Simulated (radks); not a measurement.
# Pt⁺ with its nuclear charge varied continuously

The task here is to estimate one member of a computed series from the others.

The numbers are computed with radks (a radial shooting solver on a logarithmic mesh, Libxc functionals) version 1 (non-relativistic Kohn-Sham, PBE, spin-polarised, spherical densities, point nucleus; open shells are filled with parallel spins first), except any that are marked as measured or tabulated.

## Starting point

| Property | Result |
| --- | --- |
| element | platinum (Z = 78) |
| charge | +1 |
| electrons | 77 |
| configuration | [Xe] 4f14 5d9 |

Outer shells as boxes (Hund's rule):

Pt⁺
```
[Xe] core
4f [↑↓][↑↓][↑↓][↑↓][↑↓][↑↓][↑↓]
5d [↑↓][↑↓][↑↓][↑↓][↑ ]
```

The first run:

The run's settings:

```text
Z 78
configuration [Xe] 4f14 5d9
relativity non-relativistic
functional pbe,pbe
spin polarised
nucleus point
```

Among the steps run: Z = 78.

One table of the session follows, with a row left open; its other results are not shown here.

It belongs to the step «Z = 78». Sizes of the orbitals, from the radial functions (bohr):

| level | <r> | outermost maximum (interpolated) | 90 % within | nodes |
| --- | --- | --- | --- | --- |
| 4f up | 0.5035 | 0.380 | 0.808 | 0 |
| 4f down | 0.5031 | 0.380 | 0.807 | 0 |
| 5s up | 1.055 | 0.958 | 1.51 | 4 |
| 5s down | ? | ? | ? | ? |
| 5p up | 1.152 | 1.02 | 1.68 | 3 |
| 5p down | 1.151 | 1.02 | 1.68 | 3 |
| 5d up | 1.611 | 1.25 | 2.52 | 2 |
| 5d down | 1.620 | 1.25 | 2.54 | 2 |

Estimate the missing values for 5s down.

The run gave: <r>: 1.053; outermost maximum (interpolated): 0.957; 90 % within: 1.51; nodes: 4. In the column «<r>» it lies between 4f up (0.5035) and 5s up (1.055).
